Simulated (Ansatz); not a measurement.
**SiH2F2 (SMILES F[SiH2]F) at CCSDT(Q)/STO-3G**

Aim: the electronic atomisation energy of SiH2F2 at CCSDT(Q)/STO-3G, from 4 runs. 

The calculation is run with Ansatz 0.2.0.

53 further runs of the same task are left out: 3 that didn't finish, 50 set aside as unsound or not needed.

## (1) Starting point

The species is SiH2F2 (5 atoms), meant as a singlet with charge 0. As SMILES, `F[SiH2]F`. The coordinates come from a PBE0-D4/def2-TZVP relaxation.

Bond lengths: F1–Si2 1.586 Å, Si2–F3 1.586 Å, Si2–H4 1.474 Å, Si2–H5 1.474 Å. Angles: F1–Si2–F3 108.0°, F1–Si2–H4 108.5°, F1–Si2–H5 108.5°, F3–Si2–H4 108.5°, F3–Si2–H5 108.5°, H4–Si2–H5 114.6°.

## (2) A single-point energy at CCSDT(Q)/STO-3G

Input file molecule.yaml:

```yaml
crystal:
  periodic: [false, false, false]
  atoms:
    - {symbol: F, position_ang: [-1.079010, 0.538200, 0.980720]}
    - {symbol: Si, position_ang: [-0.005220, -0.000540, -0.054090]}
    - {symbol: F, position_ang: [1.247630, -0.520590, 0.766910]}
    - {symbol: H, position_ang: [-0.590470, -1.138740, -0.786300]}
    - {symbol: H, position_ang: [0.427070, 1.121680, -0.907250]}
basis:
  gaussian: {orbitals: STO-3G}
scf: {omitted_lower_state_checks: [cluster_reference, increment]}
correlation: {method: ccsdt_q, frozen_orbitals: {F: 1, H: 0, Si: 5}}
accuracy: high
```

On the command line:

```bash
$ ansatz run molecule.yaml --threads 1 --pin off --max-ram 3480MiB --events-out events.jsonl --progress --plain --runs-dir runs
```

Log, cut to the lines that bear on the results:

```text
Warning: RAYON_NUM_THREADS=1 ignored (pool sized by the plan → 1); use --threads N
Functional definition: HF
  name "HF"
[...]
387 factors; integrals over basis functions are off by at most 1.7e-8 eV
[...]
mean field -13139.51293709 eV, -482.8681941564 hartree, gradient 5.9e-9 eV, S^2 0.000000; 0 other end points of the search recorded, 0 dependent functions left out
7 core orbitals not correlated: weight in the atoms' cores, before any rotation towards them, 1.000 or more for the frozen orbitals, at most 0.000 for the correlated occupied ones
reference -13139.51293709 eV, -482.8681941564 hartree; 10, 10 occupied and 4, 4 virtual orbitals, 387 factors
second order -1.78735381 eV of doubles, -0.00000000 eV of singles
cycle   1  -2.10137196 eV  change   -3.1e-1 eV  update   7.2e-2
[...]
cycle  24  -2.43788475 eV  change  -5.3e-10 eV  update  3.0e-10
perturbative correction -0.00324231 eV, -0.0001191527 hartree
Total energy: -13141.95406415 eV, -482.9579039210 hartree
Checks for a lower state left out: cluster_reference, increment
```

It took 0.75 s on 1 thread of Arm Neoverse V2, shared host.

## (3) The F atom, same level

Input file in.yaml:

```yaml
crystal:
  periodic: [false, false, false]
  atoms:
    - {symbol: F, position_ang: [0.000000, 0.000000, 0.000000]}
basis:
  gaussian:
    orbitals: STO-3G
magnetization:
  spin_polarized: true
  initial_magnetization: 1
correlation:
  method: ccsdt_q
  frozen_orbitals: {F: 1}
accuracy: high
scf:
  omitted_lower_state_checks: [cluster_reference, increment]
```

Run the same way, it converges to -97.98651 Eh (log not shown).

## (4) The H atom: a single-point energy at UHF/STO-3G

Input file run.yaml:

```yaml
crystal:
  periodic: [false, false, false]
  atoms:
    - symbol: H
      position_ang: [0.000000, 0.000000, 0.000000]
basis:
  gaussian: {orbitals: STO-3G}
magnetization: {spin_polarized: true, initial_magnetization: 1}
accuracy: high
hamiltonian: {xc: hf}
```

On the command line:

```bash
$ ansatz run run.yaml --threads 1 --pin off --max-ram 3480MiB --events-out events.jsonl --progress --plain --runs-dir runs
```

Log:

```text
Warning: RAYON_NUM_THREADS=1 ignored (pool sized by the plan → 1); use --threads N
[... 2 set-up lines as earlier in the session ...]
  exchange = exact_x
  correlation = 0
1 factors; integrals over basis functions are off by at most 4.6e-10 eV
mean field evaluation 1: about -12.6963 eV, gradient 0.0e0 eV
mean field evaluation 2: about -12.6963 eV, gradient 0.0e0 eV
mean field -12.69633895 eV, -0.4665818504 hartree, gradient 0.0e0 eV, S^2 0.750000; 0 other end points of the search recorded, 0 dependent functions left out
reference -12.69633895 eV, -0.4665818504 hartree; 1, 0 occupied and 0, 1 virtual orbitals, 1 factors
Total energy: -12.69633895 eV, -0.4665818504 hartree
```

Wall time 0.04 s (1 thread of Arm Neoverse V2, shared host).

## (5) The Si atom

Input file in.yaml:

```yaml
crystal:
  periodic: [false, false, false]
  atoms:
    - {symbol: Si, position_ang: [0.000000, 0.000000, 0.000000]}
basis:
  gaussian:
    orbitals: STO-3G
magnetization:
  spin_polarized: true
  initial_magnetization: 2
correlation:
  method: ccsdt_q
  frozen_orbitals: {Si: 5}
accuracy: high
scf:
  omitted_lower_state_checks: [cluster_reference, increment]
```

Run the same way, it converges to -285.47963 Eh (log not shown).

## (6) What came out

Level: CCSDT(Q)/STO-3G, 7 core orbitals frozen.

```
                                             quantity          value
                               molecule: total energy  -482.95790 Eh
molecule: correlation energy (7 core orbitals frozen)      -89.7 mEh
                              molecule: T1 diagnostic          0.010
                                 F atom: total energy   -97.98651 Eh
   F atom: correlation energy (1 core orbital frozen)        0.0 mEh
            F atom: ⟨S²⟩ of the reference determinant          0.750
                                F atom: T1 diagnostic          0.000
                                 H atom: total energy    -0.46658 Eh
                                         H atom: ⟨S²⟩          0.750
                                Si atom: total energy  -285.47963 Eh
 Si atom: correlation energy (5 core orbitals frozen)      -13.4 mEh
           Si atom: ⟨S²⟩ of the reference determinant          2.000
                               Si atom: T1 diagnostic          0.000
                        electronic atomisation energy      15.568 eV
```

What this shows: Taking the molecule apart into free atoms costs 15.57 eV (1502 kJ/mol), before zero-point energy and without spin-orbit coupling. In a minimal basis such a difference can be off by several eV, whatever the method.
